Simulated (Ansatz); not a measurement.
**CH₄FGeNS: a ladder of functionals and wavefunction methods**

Aim: compute CH₄FGeNS with functionals from several rungs and with coupled cluster. The yardstick is the atomisation energy at the CCSD(T) limit.

Computed with Ansatz 0.2.0, Gaussian basis. Level: functionals in def2-TZVPP, the program's frozen cores in correlated methods.

The runs, in order: LDA (SPW92), PBE-D4, revPBE-D4, BLYP-D4, r2SCAN-D4, B97M-V, PBE0-D4, B3LYP-D4, r2SCANh-D4, r2SCAN0-D4, HSE06-D4, BHLYP-D4, CAM-B3LYP-D4, LC-ωPBE, ωB97X-V, ωB97M-V, B2PLYP, PBE-QIDH; CCSD(T)/def2-SVP; CCSD(T)/def2-TZVPP; MP2/def2-QZVPP; extrapolation to the limit; RPA on PBE.

**1. The geometry**

All runs share one geometry, relaxed beforehand with PBE0-D4 in a triple-zeta def2 set.

SMILES `N=C(F)[S][GeH3]`, 9 atoms, charge 0, spin multiplicity 1.

Atoms are counted from 1 here; the program's logs count them from 0.

Bond lengths: N1–C2 1.244 Å, N1–H6 1.017 Å, C2–F3 1.355 Å, C2–S4 1.748 Å, S4–Ge5 2.241 Å, Ge5–H7 1.533 Å, Ge5–H8 1.531 Å, Ge5–H9 1.531 Å. Angles: C2–N1–H6 112.2°, N1–C2–F3 123.2°, N1–C2–S4 123.0°, F3–C2–S4 113.8°, C2–S4–Ge5 101.6°, S4–Ge5–H7 101.9°, S4–Ge5–H8 110.1°, S4–Ge5–H9 110.1°, H7–Ge5–H8 111.3°, H7–Ge5–H9 111.3°, H8–Ge5–H9 111.7°.

Coordinates:

```xyz
9
charge 0, multiplicity 1
N     2.56876    0.13340   -0.53152
C     1.37284    0.04618   -0.19938
F     0.97175   -0.29920    1.04813
S     0.05435    0.35916   -1.30322
Ge   -1.72605   -0.00296    0.00949
H     3.19749   -0.08334    0.23807
H    -2.88856    0.26765   -0.95312
H    -1.73336   -1.45457    0.49693
H    -1.72862    0.98727    1.17752
```

**2. LDA**

This LDA is Slater exchange with PW92 correlation.

File in.yaml:

```yaml
crystal:
  periodic: [false, false, false]
  atoms:
    - {symbol: N, position_ang: [2.568765, 0.133404, -0.531521]}
    - {symbol: C, position_ang: [1.372836, 0.046183, -0.199384]}
    - {symbol: F, position_ang: [0.971753, -0.299200, 1.048127]}
    - {symbol: S, position_ang: [0.054353, 0.359158, -1.303221]}
    - {symbol: Ge, position_ang: [-1.726047, -0.002957, 0.009495]}
    - {symbol: H, position_ang: [3.197490, -0.083344, 0.238072]}
    - {symbol: H, position_ang: [-2.888562, 0.267650, -0.953124]}
    - {symbol: H, position_ang: [-1.733364, -1.454568, 0.496934]}
    - {symbol: H, position_ang: [-1.728622, 0.987273, 1.177521]}
basis:
  gaussian: {orbitals: def2-TZVPP}
hamiltonian: {xc: lda}
output: {orbitals: {seedname: orbitals}}
```

The run is started by

```sh
ansatz run in.yaml --threads 4 --pin off --events-out ev --progress --plain --max-ram 10444MiB
```

After this run come: PBE-D4 (GGA); revPBE-D4 (GGA); BLYP-D4 (GGA); r2SCAN-D4 (meta-GGA); B97M-V (meta-GGA); PBE0-D4 (hybrid); B3LYP-D4 (hybrid); r2SCANh-D4 (hybrid); r2SCAN0-D4 (hybrid); HSE06-D4 (hybrid); BHLYP-D4 (hybrid); CAM-B3LYP-D4 (range-separated); LC-ωPBE (range-separated); ωB97X-V (range-separated); ωB97M-V (range-separated); B2PLYP (double hybrid); PBE-QIDH (double hybrid); CCSD(T) in def2-SVP; CCSD(T) in def2-TZVPP; MP2 in def2-QZVPP; RPA on PBE orbitals.

**Question.** What will the summary of the whole plan be? Wanted: atomisation energy, CCSD(T)/CBS; farthest beyond LDA; mean size of error, GGA; mean size of error, meta-GGA; mean size of error, hybrid; mean size of error, range-separated; mean size of error, double hybrid; gap, smallest and largest; T1 diagnostic.

The runs gave:

```
                               quantity                                                                                                   value
        atomisation energy, CCSD(T)/CBS                                                                                               30.909 eV
    functionals within 0.309 eV (1.0 %)  revPBE-D4, BLYP-D4, r2SCAN-D4, PBE0-D4, B3LYP-D4, r2SCANh-D4, HSE06-D4, CAM-B3LYP-D4, LC-ωPBE, ωB97M-V
                    farthest beyond LDA                                                                                    BHLYP-D4 (-1.402 eV)
                mean size of error, GGA                                                                                                0.519 eV
           mean size of error, meta-GGA                                                                                                0.326 eV
             mean size of error, hybrid                                                                                                0.408 eV
    mean size of error, range-separated                                                                                                0.182 eV
      mean size of error, double hybrid                                                                                                0.363 eV
              gap, smallest and largest                                                               4.91 eV (LDA (SPW92)), 11.99 eV (LC-ωPBE)
                          T1 diagnostic                                                                                                  0.0132
triples share of the correlation energy                                                                                                   4.1 %
```

In words: The LDA atomisation energy is off by 5.841 eV (19 %): it overbinds. PBE-D4 misses by +1.140 eV. Double hybrids carry the basis error of their MP2 part in triple zeta, and no dispersion term here, so their miss is partly the set-up's. By mean error the best rung here is range-separated (0.182 eV) and the worst beyond LDA is GGA (0.519 eV). hybrid functionals lie within the reference's doubt of that worst mean (0.408 eV), so those two tie. The gap between the best rungs is small, so their order is not settled. Misses under about 0.309 eV are within the doubt on the reference itself, which lacks core-valence correlation, relativity and higher excitations, and its outer-core shells are covered unevenly. Hartree-Fock recovers 65 % of the binding; the rest is correlation. CCSD(T) in def2-SVP is off by -2.231 eV, worse than the median functional, from the basis alone. Orbital gaps span 4.9 to 12.0 eV; exact exchange widens them. Correlated methods include outer-core shells of Ge, which these sets cover unevenly.
